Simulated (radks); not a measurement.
# Mn⁴⁺ in [Ne] 3s1 3p6 3d4: an all-electron calculation

The task here is to estimate one member of a computed series from the others.

Method: scalar-relativistic Kohn-Sham, RPBE, spin-unpolarised, spherical densities, finite nucleus. Code: radks (a radial shooting solver on a logarithmic mesh, Libxc functionals) version 1.

## The atom as given

```
element            : manganese (Z = 25)
charge             : +4
electrons          : 21
configuration      : [Ne] 3s1 3p6 3d4
nuclear rms radius : 3.7057 fm
```

The outer shells:

Mn⁴⁺
```
[Ne] core
3s [↑ ]
3p [↑↓][↑↓][↑↓]
3d [↑ ][↑ ][↑ ][↑ ][  ]
```

Set-up of the first run:

Input:

```text
Z 25
configuration [Ne] 3s1 3p6 3d4 4s0 4p0 4d0 4f0
relativity scalar-relativistic
functional rpbe,pbe
spin unpolarised
nucleus finite rms 3.7057 fm
c 137.035999084
```

One table of the session follows, with a row left open; its other results are not shown here.

It belongs to the step «Radial structure». Radial moments (bohr):

```
level      <r>  outermost maximum (interpolated)  90 % within  nodes
   1s  0.06089                            0.0399        0.109      0
   2s   0.2791                             0.232        0.433      1
   2p   0.2469                             0.188        0.405      0
   3s   0.8314                             0.729         1.24      2
   3p        ?                                 ?            ?      ?
   3d   0.9619                             0.717         1.58      0
   4s    2.147                              1.98         3.08      3
   4p    2.375                              2.19         3.42      2
```

Estimate the missing values for 3p.

The run gave: <r>: 0.8682; outermost maximum (interpolated): 0.741; 90 % within: 1.32; nodes: 1. In the column «<r>» it lies between 3s (0.8314) and 3d (0.9619).
